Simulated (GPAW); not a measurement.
Here is a GPAW 26.7.0 calculation.

File run.py:

```python
import numpy as np
from ase import Atoms
from ase.dft.bandgap import bandgap
from ase.io import write
from gpaw import GPAW, PW
from gpaw.response.df import DielectricFunction

atoms = Atoms(['Te', 'Te', 'Te', 'Te', 'Te', 'Te', 'Te', 'Sb', 'Sb', 'Sb', 'Sb', 'Ge'],
              cell=[[4.2893002584, 0.0, 0.0],
                    [-2.1446501292, 3.7146429882, 0.0],
                    [0.0, 0.0, 24.63777845]],
              scaled_positions=[[0.0, 0.0, 0.28102171],
                                [0.0, 0.0, 0.0],
                                [0.3333333333, 0.6666666667, 0.5686057],
                                [0.6666666667, 0.3333333333, 0.4313943],
                                [0.0, 0.0, 0.71897829],
                                [0.6666666667, 0.3333333333, 0.15026813],
                                [0.3333333333, 0.6666666667, 0.84973187],
                                [0.6666666667, 0.3333333333, 0.6502485],
                                [0.3333333333, 0.6666666667, 0.08110138],
                                [0.3333333333, 0.6666666667, 0.3497515],
                                [0.6666666667, 0.3333333333, 0.91889862],
                                [0.0, 0.0, 0.5]],
              pbc=True)

calc = GPAW(mode=PW(500),
            xc='RPBE',
            kpts={'size': (4, 4, 1), 'gamma': True},
            occupations={'name': 'fermi-dirac', 'width': 0.001},
            nbands=83,
            convergence={'density': 1e-06},
            maxiter=150,
            txt='gpaw.txt')
atoms.calc = calc
energy = atoms.get_potential_energy()
calc.write('gs.gpw')
write('result.traj', atoms)
print(f'Energy: {energy:.6f} eV')
print('Fermi level:', round(calc.get_fermi_level(), 4), 'eV')
print(f'Gap: {bandgap(calc)[0]:.4f} eV, direct: {bandgap(calc, direct=True)[0]:.4f} eV')

for size in [(2, 2, 2)]:
    name = 'x'.join(str(n) for n in size)
    dense = calc.fixed_density(kpts={'size': size, 'gamma': True},
                               nbands=155, convergence={'bands': 149, 'eigenstates': 1e-7},
                               update_fermi_level=True, txt=f'dense-{name}.txt')
    dense.write(f'{name}.gpw', mode='all')
    df = DielectricFunction(f'{name}.gpw', frequencies=np.array([0.0]), hilbert=False, eta=0.001,
                            ecut=80, nbands=149, intraband=False, txt=f'df-{name}.txt')
    for xc in ['RPA']:
        for direction in ['x', 'y', 'z', [0, 1, 1], [1, 0, 1], [1, 1, 0]]:
            e0, e = df.get_macroscopic_dielectric_constant(xc=xc, direction=direction)
            print(f'{name} {xc} {direction}: {e0:.4f} without, {e:.4f} with local fields')
```

Potentials or basis: the program's PAW data sets (release 1.2.1) made for this functional, pw.

Command:

```console
$ OMP_NUM_THREADS=1 python run.py
```

(1) Predict the electronic dielectric tensor (diagonal).

(2) Predict the band gap on the k mesh.

Answers

(1) 66.72, 66.72, 31.92.

(2) 0.62 eV, direct.

Caveat: the k mesh is coarse (spacing up to 0.85 Å⁻¹), so the values aren't converged; the gap is small at this level, which inflates the dielectric constant; the long-wavelength limit can be off by a per cent or two; spin-orbit coupling is left out, which moves the levels of the heavy elements.
